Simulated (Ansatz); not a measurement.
# CH₆SeSi: small, medium and large basis sets

How large a basis does CH₆SeSi need? Two functionals are run in growing sets.

Method: one geometry, several basis sets; program: Ansatz 0.2.0, Gaussian basis.

The runs, in order: PBE0-D4/def2-SVP; ωB97M-V/def2-SVP; PBE0-D4/def2-QZVPP; ωB97M-V/def2-QZVPP; the functionals' def2-TZVPP values are taken from earlier runs.

### Step 1. The relaxed structure

The geometry comes from an earlier relaxation with PBE0-D4 in a triple-zeta def2 set; it is a stationary point, not always the lowest conformer.

SMILES `[SiH3]C[SeH]`, 9 atoms, charge 0, spin multiplicity 1.

Atoms are counted from 1 here; the program's logs count them from 0.

Bond lengths: Si1–C2 1.874 Å, Si1–H4 1.484 Å, Si1–H5 1.490 Å, Si1–H6 1.487 Å, C2–Se3 1.957 Å, C2–H7 1.092 Å, C2–H8 1.090 Å, Se3–H9 1.470 Å. Angles: C2–Si1–H4 109.8°, C2–Si1–H5 110.5°, C2–Si1–H6 109.2°, H4–Si1–H5 109.3°, H4–Si1–H6 109.4°, H5–Si1–H6 108.6°, Si1–C2–Se3 111.3°, Si1–C2–H7 110.1°, Si1–C2–H8 112.8°, Se3–C2–H7 104.8°, Se3–C2–H8 109.6°, H7–C2–H8 107.9°, C2–Se3–H9 95.5°.

Geometry (Å):

```mol
CH6SeSi
  3D, bonds by distance, orders not assigned

  9  8  0  0  0  0  0  0  0  0999 V2000
   -0.8886   -0.0227   -0.6160 Si  0  0
    0.8864    0.2753   -0.0940 C   0  0
    1.3616   -0.8145    1.4605 Se  0  0
   -1.0657   -1.4424   -1.0095 H   0  0
   -1.2487    0.8558   -1.7643 H   0  0
   -1.7921    0.2898    0.5229 H   0  0
    1.5686   -0.0507   -0.8822 H   0  0
    1.0950    1.3243    0.1173 H   0  0
    0.1721   -0.4613    2.2482 H   0  0
  1  2  8  0
  2  3  8  0
  1  4  8  0
  1  5  8  0
  1  6  8  0
  2  7  8  0
  2  8  8  0
  3  9  8  0
M  END
```

### Step 2. PBE0-D4 in def2-SVP

Contents of in.yaml:

```yaml
crystal:
  periodic: [false, false, false]
  atoms:
    - {symbol: Si, position_ang: [-0.888567, -0.022692, -0.615960]}
    - {symbol: C, position_ang: [0.886364, 0.275266, -0.094032]}
    - {symbol: Se, position_ang: [1.361629, -0.814525, 1.460462]}
    - {symbol: H, position_ang: [-1.065696, -1.442431, -1.009482]}
    - {symbol: H, position_ang: [-1.248710, 0.855842, -1.764279]}
    - {symbol: H, position_ang: [-1.792109, 0.289818, 0.522920]}
    - {symbol: H, position_ang: [1.568585, -0.050651, -0.882247]}
    - {symbol: H, position_ang: [1.094990, 1.324316, 0.117264]}
    - {symbol: H, position_ang: [0.172113, -0.461343, 2.248153]}
basis:
  gaussian: {orbitals: def2-SVP}
hamiltonian: {xc: pbe0, dispersion: d4}
output: {orbitals: {seedname: orbitals}}
```

Launch:

```console
> ansatz run in.yaml --threads 2 --pin off --events-out ev --progress --plain --max-ram 4352MiB
```

Standard output:

```text
Functional definition: PBE0
  name "PBE0"
  cite "Adamo & Barone, J. Chem. Phys. 110, 6158 (1999) doi:10.1063/1.478522"
  cite "Perdew, Burke & Ernzerhof, Phys. Rev. Lett. 77, 3865 (1996) doi:10.1103/PhysRevLett.77.3865"
  parent pbe
  parameter a = 0.25
  parameter kappa = 0.804
  parameter beta = 0.06672455060314922
  exchange = (1 - a)*pbe_x(kappa = kappa, mu = beta*pi^2/3) + a*exact_x
  correlation = pbe_c(beta = beta)
931 factors; integrals over basis functions are off by at most 1.1e-3 eV
mean field evaluation 1: about -74335.0812 eV, gradient 3.5e1 eV
mean field evaluation 2: about -74332.6034 eV, gradient 4.4e1 eV
mean field evaluation 4: about -74338.0297 eV, gradient 8.0e-1 eV
mean field evaluation 8: about -74338.0850 eV, gradient 6.0e-2 eV
mean field -74338.08503302 eV, -2731.8742367998 hartree, gradient 6.4e-5 eV, S^2 0.000000; 0 other end points of the search recorded, 0 dependent functions left out
reference -74338.08505806 eV, -2731.8742377199 hartree; 30, 30 occupied and 64, 64 virtual orbitals, 931 factors
Total energy: -74338.24391429 eV, -2731.8800755786 hartree
```

Wall time 1.6 s (2 threads of Arm Neoverse V1, shared host).

### Step 3. ωB97M-V in def2-SVP

Changes to in.yaml since step 2:

```diff
@@ -14,3 +14,3 @@
   gaussian: {orbitals: def2-SVP}
-hamiltonian: {xc: pbe0, dispersion: d4}
+hamiltonian: {xc: {name: wB97M-V}}
 output: {orbitals: {seedname: orbitals}}
```

The command is unchanged.

Standard output:

```text
Functional definition: wB97M-V
  name "wB97M-V"
  cite "Mardirossian & Head-Gordon, J. Chem. Phys. 144, 214110 (2016) doi:10.1063/1.4952647"
  cite "Becke, J. Chem. Phys. 107, 8554 (1997) doi:10.1063/1.475007"
  cite "Vydrov & Van Voorhis, J. Chem. Phys. 133, 244103 (2010) doi:10.1063/1.3521275"
  # Of w^i u^j: cxij and so on, Table III.
  parameter omega = 0.3/bohr
  parameter cx = 0.15
  parameter cx01 = 1.007
  parameter cx10 = 0.259
  parameter css00 = 0.443
  parameter css04 = -1.437
  parameter css10 = -4.535
  parameter css20 = -3.390
  parameter css43 = 4.278
  parameter cos00 = 1.000
  parameter cos10 = 1.358
  parameter cos20 = 2.924
  parameter cos21 = -8.812
  parameter cos60 = -1.390
  parameter cos61 = 9.142
  parameter b = 6.0
  parameter c = 0.01
  gx(w, u) = 1 - cx + cx01*u + cx10*w
  gss(w, u) = css00 + css04*u^4 + css10*w + css20*w^2 + css43*w^4*u^3
  gos(w, u) = cos00 + cos10*w + (cos20 + cos21*u)*w^2 + (cos60 + cos61*u)*w^6
  exchange = spin_sum(e_x_unif_sr(omega)*gx(b97_w, b97_u_x)) + cx*exact_x_sr(omega) + exact_x_lr(omega)
  correlation = spin_sum(e_c_pw_mod_same_spin*gss(b97_w, b97_u_same))
      + integral(e_c_pw_mod_opposite_spin*gos(b97_w_opposite, b97_u_opposite)) + vv10(b, c)
931 factors; integrals over basis functions are off by at most 1.1e-3 eV
273 factors; integrals over basis functions are off by at most 6.2e-6 eV
mean field evaluation 1: about -74343.9239 eV, gradient 2.3e1 eV
mean field evaluation 2: about -74344.3900 eV, gradient 1.8e1 eV
mean field evaluation 4: about -74345.2117 eV, gradient 4.4e-1 eV
mean field evaluation 8: about -74345.2514 eV, gradient 3.4e-2 eV
mean field evaluation 16: about -74345.2514 eV, gradient 3.8e-5 eV
mean field -74345.25136898 eV, -2732.1375947888 hartree, gradient 3.8e-5 eV, S^2 0.000000; 0 other end points of the search recorded, 0 dependent functions left out
reference -74345.25140901 eV, -2732.1375962597 hartree; 30, 30 occupied and 64, 64 virtual orbitals, 931 factors
Total energy: -74345.25140901 eV, -2732.1375962597 hartree
```

Wall time 7.5 s (2 threads of Arm Neoverse V1, shared host); peak memory 0.27 GiB.

### Step 4. PBE0-D4 in def2-QZVPP

Changes to in.yaml since step 3:

```diff
@@ -13,4 +13,4 @@
 basis:
-  gaussian: {orbitals: def2-SVP}
-hamiltonian: {xc: {name: wB97M-V}}
+  gaussian: {orbitals: "def2-QZVPP.json"}
+hamiltonian: {xc: pbe0, dispersion: d4}
 output: {orbitals: {seedname: orbitals}}
```

Same command.

Standard output:

```text
Functional definition: PBE0
  name "PBE0"
  cite "Adamo & Barone, J. Chem. Phys. 110, 6158 (1999) doi:10.1063/1.478522"
  cite "Perdew, Burke & Ernzerhof, Phys. Rev. Lett. 77, 3865 (1996) doi:10.1103/PhysRevLett.77.3865"
  parent pbe
  parameter a = 0.25
  parameter kappa = 0.804
  parameter beta = 0.06672455060314922
  exchange = (1 - a)*pbe_x(kappa = kappa, mu = beta*pi^2/3) + a*exact_x
  correlation = pbe_c(beta = beta)
1494 factors; their error is unknown
mean field evaluation 1: about -74346.5074 eV, gradient 4.8e1 eV
mean field evaluation 2: about -74341.0856 eV, gradient 6.3e1 eV
mean field evaluation 4: about -74351.6249 eV, gradient 2.2e0 eV
mean field evaluation 8: about -74351.6299 eV, gradient 2.0e-2 eV
mean field evaluation 16: about -74351.8347 eV, gradient 1.9e-5 eV
mean field -74351.83473333 eV, -2732.3795289664 hartree, gradient 1.9e-5 eV, S^2 0.000000; 0 other end points of the search recorded, 0 dependent functions left out
reference -74351.83477197 eV, -2732.3795303863 hartree; 30, 30 occupied and 366, 366 virtual orbitals, 1494 factors
Total energy: -74351.99362820 eV, -2732.3853682450 hartree
```

Wall time 12 s (2 threads of Arm Neoverse V1, shared host); peak memory 1.2 GiB.

### Step 5. ωB97M-V in def2-QZVPP

Changes to in.yaml since step 4:

```diff
@@ -14,3 +14,3 @@
   gaussian: {orbitals: "def2-QZVPP.json"}
-hamiltonian: {xc: pbe0, dispersion: d4}
+hamiltonian: {xc: {name: wB97M-V}}
 output: {orbitals: {seedname: orbitals}}
```

Same command.

Standard output:

```text
Functional definition: wB97M-V
  name "wB97M-V"
  cite "Mardirossian & Head-Gordon, J. Chem. Phys. 144, 214110 (2016) doi:10.1063/1.4952647"
  cite "Becke, J. Chem. Phys. 107, 8554 (1997) doi:10.1063/1.475007"
  cite "Vydrov & Van Voorhis, J. Chem. Phys. 133, 244103 (2010) doi:10.1063/1.3521275"
  # Of w^i u^j: cxij and so on, Table III.
  parameter omega = 0.3/bohr
  parameter cx = 0.15
  parameter cx01 = 1.007
  parameter cx10 = 0.259
  parameter css00 = 0.443
  parameter css04 = -1.437
  parameter css10 = -4.535
  parameter css20 = -3.390
  parameter css43 = 4.278
  parameter cos00 = 1.000
  parameter cos10 = 1.358
  parameter cos20 = 2.924
  parameter cos21 = -8.812
  parameter cos60 = -1.390
  parameter cos61 = 9.142
  parameter b = 6.0
  parameter c = 0.01
  gx(w, u) = 1 - cx + cx01*u + cx10*w
  gss(w, u) = css00 + css04*u^4 + css10*w + css20*w^2 + css43*w^4*u^3
  gos(w, u) = cos00 + cos10*w + (cos20 + cos21*u)*w^2 + (cos60 + cos61*u)*w^6
  exchange = spin_sum(e_x_unif_sr(omega)*gx(b97_w, b97_u_x)) + cx*exact_x_sr(omega) + exact_x_lr(omega)
  correlation = spin_sum(e_c_pw_mod_same_spin*gss(b97_w, b97_u_same))
      + integral(e_c_pw_mod_opposite_spin*gos(b97_w_opposite, b97_u_opposite)) + vv10(b, c)
1449 factors; their error is unknown
333 factors; integrals over basis functions are off by at most 8.3e-6 eV
mean field evaluation 1: about -74356.4714 eV, gradient 3.3e1 eV
mean field evaluation 2: about -74357.0174 eV, gradient 2.9e1 eV
mean field evaluation 4: about -74358.9114 eV, gradient 1.1e0 eV
mean field evaluation 8: about -74359.0388 eV, gradient 2.0e-1 eV
mean field evaluation 16: about -74359.0389 eV, gradient 2.7e-5 eV
mean field -74359.03886001 eV, -2732.6442757385 hartree, gradient 5.6e-6 eV, S^2 0.000000; 0 other end points of the search recorded, 0 dependent functions left out
reference -74359.03892080 eV, -2732.6442779724 hartree; 30, 30 occupied and 366, 366 virtual orbitals, 1449 factors
Total energy: -74359.03892080 eV, -2732.6442779724 hartree
```

Wall time 28 s (2 threads of Arm Neoverse V1, shared host); peak memory 1.4 GiB.

### Step 6. Functionals by basis

The def2-TZVPP values come from earlier runs at the same geometry.

```
functional       basis  functions  energy (eV)  from the largest (eV)  HOMO (eV)  LUMO (eV)
   PBE0-D4    def2-SVP         94  -74338.2439                 13.750      -6.47       0.05
   PBE0-D4  def2-TZVPP        205  -74350.2777                  1.716      -6.60      -0.28
   PBE0-D4  def2-QZVPP        396  -74351.9936                  0.000      -6.62      -0.40
   ωB97M-V    def2-SVP         94  -74345.2514                 13.788      -8.65       2.01
   ωB97M-V  def2-TZVPP        205  -74357.3840                  1.655      -8.80       1.47
   ωB97M-V  def2-QZVPP        396  -74359.0389                  0.000      -8.81       1.17
```

### Step 7. Results

| quantity | value |
| --- | --- |
| PBE0-D4: double and triple zeta above quadruple | 13.75, 1.72 eV |
| ωB97M-V: double and triple zeta above quadruple | 13.79, 1.65 eV |

In words: For PBE0-D4 the step from double to triple zeta gains 12.03 eV and the next only 1.72 eV. These are total energies; as a rule much of such shifts cancels in differences, which this series doesn't test. The LUMO of ωB97M-V is positive and keeps falling with the basis (2.01 to 1.17 eV): an unbound level that the basis holds in place.

For PBE0-D4 the largest set took about 8 times as long as the smallest (12 s against 1.6 s).
